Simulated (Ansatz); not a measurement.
**CH₃F₂InO: basis-set convergence**

How large a basis does CH₃F₂InO need? Two functionals are run in growing sets.

Method: one geometry, several basis sets; program: Ansatz 0.2.0, Gaussian basis.

Levels to be run: PBE0-D4/def2-SVP; ωB97M-V/def2-SVP; PBE0-D4/def2-QZVPP; ωB97M-V/def2-QZVPP; the functionals' def2-TZVPP values are taken from earlier runs.

## Step 1: Structure used throughout

All runs share one geometry, relaxed beforehand with PBE0-D4 in a triple-zeta def2 set. In takes the def2 core potential; no spin-orbit term is included.

SMILES `O[CH2][In]([F])[F]`, 8 atoms, charge 0, spin multiplicity 1.

Atoms are counted from 1 here; the program's logs count them from 0.

Bond lengths: O1–C2 1.389 Å, O1–H6 0.966 Å, C2–In3 2.170 Å, C2–H7 1.095 Å, C2–H8 1.088 Å, In3–F4 1.982 Å, In3–F5 1.929 Å. Angles: C2–O1–H6 109.5°, O1–C2–In3 106.3°, O1–C2–H7 114.0°, O1–C2–H8 109.3°, In3–C2–H7 106.5°, In3–C2–H8 111.2°, H7–C2–H8 109.5°, C2–In3–F4 96.4°, C2–In3–F5 153.8°, F4–In3–F5 109.8°.

## Step 2: PBE0-D4 in def2-SVP

Input file in.yaml:

```yaml
crystal:
  periodic: [false, false, false]
  atoms:
    - {symbol: O, position_ang: [0.044068, -0.934284, 1.343005]}
    - {symbol: C, position_ang: [0.817466, -0.040162, 0.614712]}
    - {symbol: In, position_ang: [-0.491890, 0.807981, -0.894151]}
    - {symbol: F, position_ang: [-1.651841, -0.785940, -1.101815]}
    - {symbol: F, position_ang: [-1.105802, 2.217986, -2.057901]}
    - {symbol: H, position_ang: [-0.462672, -1.489829, 0.736915]}
    - {symbol: H, position_ang: [1.650962, -0.506100, 0.077968]}
    - {symbol: H, position_ang: [1.199699, 0.730348, 1.281276]}
basis:
  gaussian: {orbitals: def2-SVP}
hamiltonian: {xc: pbe0, dispersion: d4}
output: {orbitals: {seedname: orbitals}}
```

On the command line:

```sh
> ansatz run in.yaml --threads 2 --pin off --events-out ev --progress --plain --max-ram 32768MiB --backend cpu
```

Further steps of the session: ωB97M-V in def2-SVP; PBE0-D4 in def2-QZVPP; ωB97M-V in def2-QZVPP.

**Question.** What will the summary of the whole plan be? Wanted: PBE0-D4: double and triple zeta above quadruple; ωB97M-V: double and triple zeta above quadruple.

The runs gave:

| quantity | value |
| --- | --- |
| PBE0-D4: double and triple zeta above quadruple | 11.59, 0.55 eV |
| ωB97M-V: double and triple zeta above quadruple | 11.85, 0.53 eV |

In words: For PBE0-D4 the step from double to triple zeta gains 11.04 eV and the next only 0.55 eV. Total energies overstate the basis error of differences, where much of it tends to cancel.
